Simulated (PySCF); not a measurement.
# F3OW (W(O)(F)3-): the cost of one run

Method: several levels, as the steps say, no spin–orbit coupling; program: PySCF 2.14.0.

2 further runs of the same task are left out: 2 for a known fault of the program.

**1. The starting structure**

5 atoms, charge -1, spin multiplicity 3.

Bond lengths: W1–O2 1.728 Å, W1–F3 1.955 Å, W1–F4 1.957 Å, W1–F5 1.955 Å. Angles: O2–W1–F3 104.4°, O2–W1–F4 136.1°, O2–W1–F5 104.4°, F3–W1–F4 83.9°, F3–W1–F5 148.7°, F4–W1–F5 83.8°.

As a file:

```xyz
5
F3OW
W    -0.1457    0.0349    0.0644
O     0.7309    1.0832    1.1219
F    -0.5562   -1.5303    1.1611
F     0.3070   -1.2976   -1.2959
F    -0.5820    1.1533   -1.4783
```

Formal oxidation states: W +4. An earlier session relaxed this geometry at B3LYP, W def2-SVP with ECP60, O def2-SVP, F def2-SVP (triplet, point group Cs).

At B3LYP on the finer grid: E = -441.813693 Eh, HOMO 0.09 eV, LUMO 2.38 eV (over both spins), ⟨S²⟩ = 2.007, Mulliken charge on W1 +0.76 e, largest force component 0.010 eV/Å. The highest filled level lies above zero; it isn't the detachment energy.

Levels to run: revPBE; TPSSh; BP86; PBE0; B3LYP, TZVP; B3LYP, x2c-SVP. Hardware: 2 threads of Arm Neoverse V1, shared host.

**2. revPBE**

Contents of run.py (the lines that set the calculation):

```python
mol = gto.M(atom='''
W     -0.14571     0.03488     0.06438
O      0.73090     1.08316     1.12187
F     -0.55615    -1.53034     1.16114
F      0.30696    -1.29765    -1.29593
F     -0.58199     1.15327    -1.47829''',
    basis={'W': 'def2-SVP', 'O': 'def2-SVP', 'F': 'def2-SVP'},
    ecp={'W': 'def2-SVP'},
    charge=-1, spin=2)
mf = dft.UKS(mol, xc='PBE_R,PBE')
mf.grids.atom_grid = (75, 302)
mf = mf.density_fit()  # fitting sets: W def2-universal-JKFIT, O def2-universal-JKFIT, F def2-universal-JKFIT
mf.conv_tol = 1e-08; mf.max_cycle = 55
mf.kernel(dm0)  # dm0: the density of the relaxed state
```

Launch:

```bash
> OMP_NUM_THREADS=2 python run.py
```

**Question.** How long does this run take on 2 threads of Arm Neoverse V1, shared host?

About 5.1 s.
